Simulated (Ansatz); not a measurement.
# Sn2TeO3: the cost of one run

Method: DFT PBE, scalar-relativistic, plane waves, PAW, in Ansatz 0.2.0.

### Step 1. The system as given

Symmetry: P4mm, No. 99, tetragonal system. The conventional cell has a = 4.998 Å, b = 4.998 Å, c = 4.494 Å, α = 90.00°, β = 90.00°, γ = 90.00°. Sn (site symmetry 2mm) has 1 O at 1.74 Å as nearest neighbours. Te (site symmetry 4mm) is surrounded by 1 O at 1.43 Å. O (site symmetry 2mm) is surrounded by 1 Sn at 1.74 Å. Around O (site symmetry 4mm) lie 1 Te at 1.43 Å.

As a file:

```cif
data_structure
_symmetry_space_group_name_H-M 'P 1'
_symmetry_Int_Tables_number 1
_cell_length_a 4.9984
_cell_length_b 4.9984
_cell_length_c 4.4943
_cell_angle_alpha 90.000
_cell_angle_beta 90.000
_cell_angle_gamma 90.000
_cell_volume 112.29
loop_
_atom_site_label
_atom_site_type_symbol
_atom_site_fract_x
_atom_site_fract_y
_atom_site_fract_z
_atom_site_occupancy
Sn1 Sn 0.50000 0.00000 0.57892 1
Sn2 Sn 0.00000 0.50000 0.57892 1
Te1 Te 0.50000 0.50000 0.36741 1
O1 O 0.50000 0.00000 0.96545 1
O2 O 0.00000 0.50000 0.96545 1
O3 O 0.50000 0.50000 0.04963 1
```

The cell is invented: random cell by space group and Wyckoff sites (P4mm, No. 99). Lengths come from tabulated atomic sizes and are only a guess.

### Step 2. The guess as it stands, on a coarse mesh

input.yaml reads:

```yaml
crystal:
  lattice:
    - [4.99844538, 0.0, 0.0]
    - [0.0, 4.99844538, 0.0]
    - [0.0, 0.0, 4.4942543]
  atoms:
    - { symbol: Sn, position: [0.5, 0.0, 0.57892293] }
    - { symbol: Sn, position: [0.0, 0.5, 0.57892293] }
    - { symbol: Te, position: [0.5, 0.5, 0.36740876] }
    - { symbol: O, position: [0.5, 0.0, 0.96544706] }
    - { symbol: O, position: [0.0, 0.5, 0.96544706] }
    - { symbol: O, position: [0.5, 0.5, 0.04963412] }
basis:
  ecutwfc: 420
kpoints:
  mp_grid: { grid: [4, 4, 4] }
hamiltonian:
  xc: pbe
scf:
  occupations: { method: gaussian, width: 0.1 }
  lower_state_search: "off"
output:
  forces: true
  stress: true
  eigenvalues: true
```

Launch:

```sh
$ ansatz run input.yaml --threads 1 --pin off --max-ram 2560MiB --backend cpu --events-out ev --progress --plain --runs-dir out
```

Q: Estimate wall time and peak memory on 1 thread of Intel Xeon Gold 6455B (Sapphire Rapids), shared host.

About 4.2 s, with a peak of 0.4 GiB.
